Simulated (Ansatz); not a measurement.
Input of an Ansatz 0.2.0 run:

File input.yaml:

```yaml
crystal:
  lattice:
    - [-2.316058, 2.316058, 2.159901]
    - [2.316058, -2.316058, 2.159901]
    - [2.316058, 2.316058, -2.159901]
  atoms:
    - { symbol: "N", position: [0.271929, 0.271929, 0.0] }
    - { symbol: C, position: [0.003674, 0.003674, 0.0] }
    - { symbol: H, position: [0.752097, 0.752097, 0.0] }
hamiltonian:
  xc: { exchange: pbe, correlation: pbe, exx: { coeff: 0.1, omega: 0.2 } }
  pseudopotentials: { kind: paw }
kpoints:
  mp_grid: { grid: [4, 4, 4] }
scf:
  occupations: { method: fermi_dirac, width: 0.05 }
output:
  forces: true
  stress: true
  eigenvalues: true
```

Potentials or basis: Ansatz PAW.

Command:

```sh
$ ansatz run input.yaml --threads 2 --pin off --max-ram 5632MiB --backend cpu --events-out ev --progress --plain --runs-dir out
```

**Question.** Estimate the pressure.

**Answer.** -1.0 GPa.

**Question.** What does it give for the largest force?

**Answer.** 0.912 eV/Å.

**Question.** What does it give for the band gap on the k mesh?

**Answer.** 7.40 eV, indirect (least direct gap 7.76 eV).

Forces on the atoms (eV/Å):
```
N    0.000  0.000 -0.875
C    0.000  0.000  0.912
H    0.000  0.000 -0.037
```

Caveat: the k mesh is coarse (spacing up to 0.50 Å⁻¹), so the values aren't converged, least of all with exact exchange; the pressure holds a Pulay correction of +0.3 GPa for the finite cutoff; the PAW data sets come from PBE, with cores solved anew for the run's functional, which leaves a small shift of forces and pressure; the thresholds are loose for stress. A k mesh can miss the band edges.
